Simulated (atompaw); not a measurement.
**A PAW (atompaw) potential for bromine, from input to tests**

Do these settings give a usable potential? It is generated, then checked for scattering, ghosts and hardness.

The numbers are computed with atompaw 4.2.0.5 (PBE, scalar-relativistic, spin-unpolarised reference atom).

**1. The design**

The settings as typed:

| Item | Value |
| --- | --- |
| element | bromine (Br, Z = 35) |
| type | PAW |
| frozen core | [Ar] |
| valence charge | 17 |
| reference configuration | 3d10 4s2 4p5 |
| partial waves | 4s (bound): rc 1.50 bohr; 4s channel at 0.8 Ry: rc 1.50 bohr; 4p (bound): rc 1.50 bohr; 4p channel at 4.45 Ry: rc 1.40 bohr; 3d (bound): rc 0.70 bohr; 3d channel at -2.65 Ry: rc 0.70 bohr |
| local potential | ultrasoft scheme with l = 3 at 0 Ry, radius 1.35 bohr |
| core correction | smooth core density matched at 1.15 bohr |
| augmentation charge | besselshape compensation charge, radius 1.20 bohr; PAW radius 1.50 bohr; waves and projectors: custom polynom vanderbiltortho |

The outer shells as boxes (Hund's rule for the drawing; the calculation is spin-unpolarised):

```
[Ar] core
3d [↑↓][↑↓][↑↓][↑↓][↑↓]
4s [↑↓]
4p [↑↓][↑↓][↑ ]
```

The nodes and maxima of the atom's own shells, from an earlier all-electron run, set the scale for the radii.

All-electron outer shells of the reference configuration (PBE, scalar-relativistic, ld1.x):

| shell | level (eV) | outermost node (bohr) | outermost maximum (bohr) |
| --- | --- | --- | --- |
| 3s | -238.08 | 0.23 | 0.48 |
| 3p | -173.49 | 0.21 | 0.48 |
| 3d | -66.72 | – | 0.43 |
| 4s | -20.13 | 0.67 | 1.41 |
| 4p | -7.86 | 0.70 | 1.66 |

**2. Generation**

Br.input

```
Br 35
GGA-PBE scalarrelativistic loggrid 1500 logderivrange -7 5 301
4 4 3 0 0 0
4 1 5
0 0 0
c
c
c
v
c
c
v
v
2
1.50 1.20 1.35 1.15
y
0.8
n
y
4.45
n
y
-2.65
n
custom polynom vanderbiltortho besselshape
3 0 ultrasoft
1.50
1.50
1.50
1.40
0.70
0.70
PWSCFOUT
UPFDX 0.0125d0 UPFXMIN -7.d0 UPFZMESH 35.d0
END
```

Run with:

```console
$ atompaw < Br.input > Br.log
```

Q: Predict the outcome of this session. Wanted: cutoffs for 10 and 1 mRy, occupied levels; bound ghosts; largest phase difference near zero energy, channels read; lowest eigenvalue of the overlap; share of valence orbitals outside the PAW sphere; UPF file.

The runs gave:

```
                                                quantity                        value
               cutoffs for 10 and 1 mRy, occupied levels  over 300 Ry and over 300 Ry
                                            bound ghosts              s at -162.88 eV
largest phase difference near zero energy, channels read                    0.004 rad
         lowest eigenvalue of the overlap (Bessel basis)                    0.122 (s)
        share of valence orbitals outside the PAW sphere     4s 57 %, 4p 75 %, 3d 1 %
                                                UPF file                      written
```

In words: A bound ghost (s) makes it unfit for use: electrons can fall into a state that the atom doesn't have. The potential is very hard: the looser tolerance needs over 300 Ry. The slowest occupied level is 3d: taken alone it needs over 300 Ry to come within 1 mRy, against 30 Ry for 4p. Near zero energy the phases of the channels with partial waves agree within 0.004 rad. All of this concerns the isolated atom, not yet a solid.
